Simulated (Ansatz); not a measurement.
# Cu+ with CH4O: superposition error and deformation, part 2 of 2

Ansatz 0.2.0, Gaussian basis. Earlier steps stand in the parts before.

## (11) B3LYP-D4/def2-TZVPPD

free-b/in.yaml reads:

```yaml
crystal:
  periodic: [false, false, false]
  atoms:
    - {symbol: C, position_ang: [-0.428121, 0.342607, 0.376044]}
    - {symbol: O, position_ang: [0.673052, -0.267385, -0.256844]}
    - {symbol: H, position_ang: [-0.956573, 0.917027, -0.385435]}
    - {symbol: H, position_ang: [-0.123100, 1.032733, 1.172554]}
    - {symbol: H, position_ang: [-1.127881, -0.390591, 0.796182]}
    - {symbol: H, position_ang: [1.154903, -0.778604, 0.396414]}
basis:
  gaussian: {orbitals: "def2-TZVPPD.json"}
hamiltonian: {xc: {name: B3LYP}, dispersion: d4}
```

Command:

```sh
$ ansatz run in.yaml --threads 4 --pin off --events-out ev --progress --plain --max-ram 9574MiB
```

What it wrote:

```text
Functional definition: B3LYP
  name "B3LYP"
  cite "Stephens, Devlin, Chabalowski & Frisch, J. Phys. Chem. 98, 11623 (1994) doi:10.1021/j100096a001"
  cite "Becke, Phys. Rev. A 38, 3098 (1988) doi:10.1103/PhysRevA.38.3098"
  cite "Lee, Yang & Parr, Phys. Rev. B 37, 785 (1988) doi:10.1103/PhysRevB.37.785"
  cite "Vosko, Wilk & Nusair, Can. J. Phys. 58, 1200 (1980) doi:10.1139/p80-159"
  parameter a0 = 0.2
  parameter ax = 0.72
  parameter ac = 0.81
  exchange = (1 - a0 - ax)*slater_x + ax*b88_x + a0*exact_x
  correlation = (1 - ac)*vwn_rpa_c + ac*lyp_c
594 factors; their error is unknown
mean field evaluation 1: about -3145.0582 eV, gradient 5.4e1 eV
mean field evaluation 2: about -3137.3231 eV, gradient 8.4e1 eV
mean field evaluation 4: about -3150.5258 eV, gradient 3.8e0 eV
mean field evaluation 8: about -3150.5440 eV, gradient 3.4e-2 eV
mean field -3150.54401295 eV, -115.7803569605 hartree, gradient 2.7e-5 eV, S^2 0.000000; 0 other end points of the search recorded, 0 dependent functions left out
reference -3150.54423504 eV, -115.7803651220 hartree; 9, 9 occupied and 136, 136 virtual orbitals, 594 factors
Total energy: -3150.61061114 eV, -115.7828043989 hartree
```

Run time: 1.1 s. Hardware: 4 threads of Arm Neoverse N1, shared host.

## (12) wB97X-V/def2-TZVPPD

Changes to free-b/in.yaml since step 11:

```diff
@@ -11,2 +11,2 @@
   gaussian: {orbitals: "def2-TZVPPD.json"}
-hamiltonian: {xc: {name: B3LYP}, dispersion: d4}
+hamiltonian: {xc: {name: wB97X-V}}
```

Command:

```sh
$ ansatz run in.yaml --threads 4 --pin off --events-out ev --progress --plain --max-ram 9574MiB
```

What it wrote, shortened:

```text
[... 5 set-up lines as earlier in the session ...]
[...]
      + integral(e_c_pw_opposite_spin*poly(b97_u_opposite, cos0, cos1)) + vv10(b, c)
594 factors; their error is unknown
203 factors; integrals over basis functions are off by at most 2.4e-5 eV
[...]
mean field -3149.28929360 eV, -115.7342468749 hartree, gradient 3.4e-5 eV, S^2 0.000000; 0 other end points of the search recorded, 0 dependent functions left out
reference -3149.28929171 eV, -115.7342468054 hartree; 9, 9 occupied and 136, 136 virtual orbitals, 594 factors
Total energy: -3149.28929171 eV, -115.7342468054 hartree
```

Wall time 2.7 s (4 threads of Arm Neoverse N1, shared host).

## (13) wB97M-V/def2-TZVPPD

Changes to free-b/in.yaml since step 12:

```diff
@@ -11,2 +11,2 @@
   gaussian: {orbitals: "def2-TZVPPD.json"}
-hamiltonian: {xc: {name: wB97X-V}}
+hamiltonian: {xc: {name: wB97M-V}}
```

Command:

```sh
$ ansatz run in.yaml --threads 4 --pin off --events-out ev --progress --plain --max-ram 9574MiB
```

What it wrote, shortened:

```text
[... 5 set-up lines as earlier in the session ...]
  # Of w^i u^j: cxij and so on, Table III.
[...]
  gx(w, u) = 1 - cx + cx01*u + cx10*w
  gss(w, u) = css00 + css04*u^4 + css10*w + css20*w^2 + css43*w^4*u^3
  gos(w, u) = cos00 + cos10*w + (cos20 + cos21*u)*w^2 + (cos60 + cos61*u)*w^6
[...]
      + integral(e_c_pw_mod_opposite_spin*gos(b97_w_opposite, b97_u_opposite)) + vv10(b, c)
594 factors; their error is unknown
203 factors; integrals over basis functions are off by at most 2.4e-5 eV
[...]
mean field -3148.89260241 eV, -115.7196687426 hartree, gradient 8.1e-6 eV, S^2 0.000000; 0 other end points of the search recorded, 0 dependent functions left out
reference -3148.89265007 eV, -115.7196704939 hartree; 9, 9 occupied and 136, 136 virtual orbitals, 594 factors
Total energy: -3148.89265007 eV, -115.7196704939 hartree
```

Run time: 2.9 s. Hardware: 4 threads of Arm Neoverse N1, shared host.

## (14) B2PLYP/def2-TZVPPD

Changes to free-b/in.yaml since step 13:

```diff
@@ -11,2 +11,2 @@
   gaussian: {orbitals: "def2-TZVPPD.json"}
-hamiltonian: {xc: {name: wB97M-V}}
+hamiltonian: {xc: {name: B2PLYP}}
```

Command:

```sh
$ ansatz run in.yaml --threads 4 --pin off --events-out ev --progress --plain --max-ram 9574MiB
```

What it wrote, shortened:

```text
[... 5 set-up lines as earlier in the session ...]
[...]
829 factors; integrals over basis functions are off by at most 6.9e-4 eV
[...]
mean field -3144.17484643 eV, -115.5462944079 hartree, gradient 3.5e-6 eV, S^2 0.000000; 0 other end points of the search recorded, 0 dependent functions left out
2 core orbitals not correlated: weight in the atoms' cores, before any rotation towards them, 1.000 or more for the frozen orbitals, at most 0.000 for the correlated occupied ones
reference -3144.17498135 eV, -115.5462993662 hartree; 7, 7 occupied and 136, 136 virtual orbitals, 829 factors
second order -13.98797169 eV of doubles, -0.00000000 eV of singles
Total energy: -3147.95173370 eV, -115.6850924553 hartree
```

Run time: 1.7 s. Hardware: 4 threads of Arm Neoverse N1, shared host.

## (15) BLYP-D4/def2-TZVPPD

Changes to free-b/in.yaml since step 14:

```diff
@@ -11,2 +11,2 @@
   gaussian: {orbitals: "def2-TZVPPD.json"}
-hamiltonian: {xc: {name: B2PLYP}}
+hamiltonian: {xc: {name: BLYP}, dispersion: d4}
```

Command:

```sh
$ ansatz run in.yaml --threads 4 --pin off --events-out ev --progress --plain --max-ram 9574MiB
```

What it wrote:

```text
Functional definition: BLYP
  name "BLYP"
[... 2 set-up lines as earlier in the session ...]
  parameter beta = 0.0042
  parameter a = 0.04918
  parameter b = 0.132
  parameter c = 0.2533
  parameter d = 0.349
  exchange = b88_x(beta = beta)
  correlation = lyp_c(a = a, b = b, c = c, d = d)
594 factors; their error is unknown
mean field evaluation 1: about -3141.3963 eV, gradient 6.4e1 eV
mean field evaluation 2: about -3113.4928 eV, gradient 1.3e2 eV
mean field evaluation 4: about -3149.1841 eV, gradient 1.0e1 eV
mean field evaluation 8: about -3149.3880 eV, gradient 2.4e-2 eV
mean field evaluation 16: about -3149.3665 eV, gradient 2.7e-5 eV
mean field -3149.36651531 eV, -115.7370847202 hartree, gradient 2.7e-5 eV, S^2 0.000000; 0 other end points of the search recorded, 0 dependent functions left out
reference -3149.36681388 eV, -115.7370956928 hartree; 9, 9 occupied and 136, 136 virtual orbitals, 594 factors
Total energy: -3149.46564780 eV, -115.7407277720 hartree
```

Run time: 1 s. Hardware: 4 threads of Arm Neoverse N1, shared host.

## (16) revPBE-D4/def2-TZVPPD

Changes to free-b/in.yaml since step 15:

```diff
@@ -11,2 +11,2 @@
   gaussian: {orbitals: "def2-TZVPPD.json"}
-hamiltonian: {xc: {name: BLYP}, dispersion: d4}
+hamiltonian: {xc: {name: revPBE}, dispersion: d4}
```

Command:

```sh
$ ansatz run in.yaml --threads 4 --pin off --events-out ev --progress --plain --max-ram 9574MiB
```

What it wrote, shortened:

```text
Functional definition: revPBE
  name "revPBE"
  cite "Zhang & Yang, Phys. Rev. Lett. 80, 890 (1998) doi:10.1103/PhysRevLett.80.890"
[... 1 set-up line as earlier in the session ...]
  parameter kappa = 1.245
[... 3 set-up lines as earlier in the session ...]
594 factors; their error is unknown
mean field evaluation 1: about -3142.5987 eV, gradient 5.8e1 eV
mean field evaluation 2: about -3122.4019 eV, gradient 1.1e2 eV
mean field evaluation 4: about -3149.2961 eV, gradient 8.1e0 eV
mean field evaluation 8: about -3149.4206 eV, gradient 2.2e-2 eV
mean field evaluation 16: about -3149.4002 eV, gradient 3.7e-5 eV
mean field -3149.40020997 eV, -115.7383229764 hartree, gradient 3.7e-5 eV, S^2 0.000000; 0 other end points of the search recorded, 0 dependent functions left out
reference -3149.40026113 eV, -115.7383248564 hartree; 9, 9 occupied and 136, 136 virtual orbitals, 594 factors
Total energy: -3149.58045921 eV, -115.7449470137 hartree
```

Run time: 0.85 s. Hardware: 4 threads of Arm Neoverse N1, shared host.

## (17) B97M-V/def2-TZVPPD

Changes to free-b/in.yaml since step 16:

```diff
@@ -11,2 +11,2 @@
   gaussian: {orbitals: "def2-TZVPPD.json"}
-hamiltonian: {xc: {name: revPBE}, dispersion: d4}
+hamiltonian: {xc: {name: B97M-V}}
```

Command:

```sh
$ ansatz run in.yaml --threads 4 --pin off --events-out ev --progress --plain --max-ram 9574MiB
```

What it wrote, shortened:

```text
[... 5 set-up lines as earlier in the session ...]
  # Of w^i u^j: cxij and so on, Table III.
[...]
  gx(w, u) = cx00 + cx01*u + cx02*u^2 + (cx10 + cx11*u)*w
  gss(w, u) = css00 + css02*u^2 + css10*w + (css32*w^3 + css42*w^4)*u^2
  gos(w, u) = cos00 + cos01*u + cos03*u^3 + cos10*w + cos32*w^3*u^2
[...]
      + integral(e_c_pw_mod_opposite_spin*gos(b97_w_opposite, b97_u_opposite)) + vv10(b, c)
594 factors; their error is unknown
[...]
mean field -3149.64675757 eV, -115.7473834335 hartree, gradient 2.2e-5 eV, S^2 0.000000; 0 other end points of the search recorded, 0 dependent functions left out
reference -3149.64681398 eV, -115.7473855066 hartree; 9, 9 occupied and 136, 136 virtual orbitals, 594 factors
Total energy: -3149.64681398 eV, -115.7473855066 hartree
```

It took 3.2 s on 4 threads of Arm Neoverse N1, shared host.

## (18) HSE06-D4/def2-TZVPPD

Changes to free-b/in.yaml since step 17:

```diff
@@ -11,2 +11,2 @@
   gaussian: {orbitals: "def2-TZVPPD.json"}
-hamiltonian: {xc: {name: B97M-V}}
+hamiltonian: {xc: hse06, dispersion: d4}
```

Command:

```sh
$ ansatz run in.yaml --threads 4 --pin off --events-out ev --progress --plain --max-ram 9574MiB
```

What it wrote, shortened:

```text
Functional definition: HSE06
  name "HSE06"
  cite "Heyd, Scuseria & Ernzerhof, J. Chem. Phys. 118, 8207 (2003) doi:10.1063/1.1564060"
  cite "Krukau, Vydrov, Izmaylov & Scuseria, J. Chem. Phys. 125, 224106 (2006) doi:10.1063/1.2404663"
  cite "Heyd & Scuseria, J. Chem. Phys. 120, 7274 (2004) doi:10.1063/1.1668634"
  cite "Ernzerhof & Perdew, J. Chem. Phys. 109, 3313 (1998) doi:10.1063/1.476928"
[... 2 set-up lines as earlier in the session ...]
[...]
  # The whole range is PBE's own exchange, as in plane waves. The composition of these papers is wPBEh.
[...]
594 factors; their error is unknown
68 factors; integrals over basis functions are off by at most 4.5e-6 eV
[...]
mean field -3146.60150186 eV, -115.6354723502 hartree, gradient 2.7e-5 eV, S^2 0.000000; 0 other end points of the search recorded, 0 dependent functions left out
reference -3146.60154163 eV, -115.6354738117 hartree; 9, 9 occupied and 136, 136 virtual orbitals, 594 factors
Total energy: -3146.63194328 eV, -115.6365910520 hartree
```

It took 1.1 s on 4 threads of Arm Neoverse N1, shared host.

## (19) CCSD(T)/def2-TZVPPD

Changes to free-b/in.yaml since step 18:

```diff
@@ -11,2 +11,2 @@
   gaussian: {orbitals: "def2-TZVPPD.json"}
-hamiltonian: {xc: hse06, dispersion: d4}
+correlation: {method: ccsd_t}
```

Command:

```sh
$ ansatz run in.yaml --threads 4 --pin off --events-out ev --progress --plain --max-ram 9574MiB
```

What it wrote, shortened:

```text
[... 4 set-up lines as earlier in the session ...]
[...]
829 factors; integrals over basis functions are off by at most 6.9e-4 eV
[...]
mean field -3131.92281287 eV, -115.0960404796 hartree, gradient 1.3e-6 eV, S^2 0.000000; 0 other end points of the search recorded, 0 dependent functions left out
2 core orbitals not correlated: weight in the atoms' cores, before any rotation towards them, 1.000 or more for the frozen orbitals, at most 0.000 for the correlated occupied ones
reference -3131.92281287 eV, -115.0960404796 hartree; 7, 7 occupied and 136, 136 virtual orbitals, 829 factors
second order -11.68370795 eV of doubles, -0.00000000 eV of singles
cycle   1  -11.87519682 eV  change   -1.9e-1 eV  update   6.5e-2
[...]
cycle   9  -12.18877347 eV  change   -3.4e-6 eV  update   9.5e-6
perturbative correction -0.40897587 eV, -0.0150295861 hartree
Total energy: -3144.52056222 eV, -115.5589992289 hartree
```

Run time: 7 s. Hardware: 4 threads of Arm Neoverse N1, shared host; peak memory 0.89 GiB.

## (20) The split

```tsv
method	interaction with counterpoise (kcal/mol)	without	superposition error	deformation	binding energy
PBE-D4	-50.06	-50.52	0.45	0.57	-49.49
revPBE-D4	-46.26	-46.70	0.44	0.42	-45.85
BLYP-D4	-50.08	-50.56	0.48	0.13	-49.95
r2SCAN-D4	-51.10	-51.48	0.38	0.71	-50.39
B97M-V	-49.77	-50.12	0.35	0.93	-48.85
PBE0-D4	-45.95	-46.38	0.42	1.00	-44.95
B3LYP-D4	-47.32	-47.78	0.45	0.57	-46.75
HSE06-D4	-45.80	-46.22	0.42	1.00	-44.80
wB97X-V	-45.29	-45.70	0.41	0.69	-44.59
wB97M-V	-44.88	-45.26	0.38	0.69	-44.19
B2PLYP	-44.90	-45.71	0.81	0.57	-44.33
Hartree-Fock	-33.07	-33.45	0.38	1.21	-31.86
MP2	-42.32	-43.82	1.50	0.63	-41.69
CCSD	-39.80	-41.18	1.38	0.73	-39.07
CCSD(T)	-40.86	-42.52	1.66	0.59	-40.28
```

## (21) Summary of results

This closing draws on all 2 parts.

```
            quantity            value
interaction, CCSD(T)  -40.86 kcal/mol
 superposition error    1.66 kcal/mol
         deformation    0.59 kcal/mol
      binding energy  -40.28 kcal/mol
```

**Reading.** In this basis the superposition error is 1.66 kcal/mol for CCSD(T) and 0.42 kcal/mol on average for the plain functionals: correlated methods borrow far more, since they need many more functions to converge. Deformation takes back 1 % of the interaction.
